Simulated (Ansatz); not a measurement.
# K3Cd, space group Pm-3m: a phonon calculation by finite displacements

With the Python package of Ansatz (0.2.0).

The cells in order, each with its output:

**Cell 1**
```python
from pathlib import Path
import warnings

import ansatz as az
import numpy as np
```

**Cell 2**
```python
warnings.simplefilter("ignore", az.DeckWarning)
```

**Cell 3**
```python
lattice = az.Lattice.of(
    [5.952904, 0.0, 0.0],
    [0.0, 5.952904, 0.0],
    [0.0, 0.0, 5.952904],
)
sites = [
    ("K", [0.0, 0.5, 0.5]),
    ("K", [0.5, 0.0, 0.5]),
    ("K", [0.5, 0.5, 0.0]),
    ("Cd", [0.0, 0.0, 0.0]),
]
structure = az.Crystal(lattice=lattice)
for symbol, position in sites:
    structure = structure.atom(symbol, position)
```

**Cell 4**
```python
calculation = (
    structure.calculation()
    .functional("pbesol")
    .occupations("Gaussian", width=0.05)
    .scf(tolerance=1e-09)
    .kpoints(5, 5, 5)
    .phonons("fd", supercell=1, amplitude=0.01)
)
result = calculation.run(runs_dir="out")
folder = Path(result.output_folder) / "results"
ph = result.phonons

print("modes at Gamma (1/cm):", np.round(ph.gamma_omega_inv_cm, 1) + 0.0)
print(f"{ph.n_members} displaced supercells, sum-rule residual {ph.asr_residual_pre_ev_ang2:.1e} eV/A^2")
optical = np.sort(ph.gamma_omega_inv_cm)
print("imaginary modes at Gamma:", int((optical < -10).sum()), "- highest mode", round(float(optical[-1]), 1), "1/cm")
```
Output:
```text
modes at Gamma (1/cm): [  0.    0.    0.   30.6  30.6  30.6  46.5  46.5  46.5 103.1 103.1 103.1]
2 displaced supercells, sum-rule residual 4.8e-04 eV/A^2
imaginary modes at Gamma: 0 - highest mode 103.1 1/cm
```

The cell isn't relaxed first, so the values belong to this volume. The mesh is modest for a metal, so energies can be off by several to tens of meV an atom and pressures by half a GPa or more; differences at equal mesh fare better. The structure comes from a database of computed cells and needn't be a stable or known phase. The structure is taken as given and the supercell is small; imaginary modes can come from an unrelaxed or unstable start. Phonons of metals also depend on mesh and smearing. Finished in 26 s on 1 thread of Arm Neoverse V2, with other jobs on the host, peak memory 0.56 GiB.
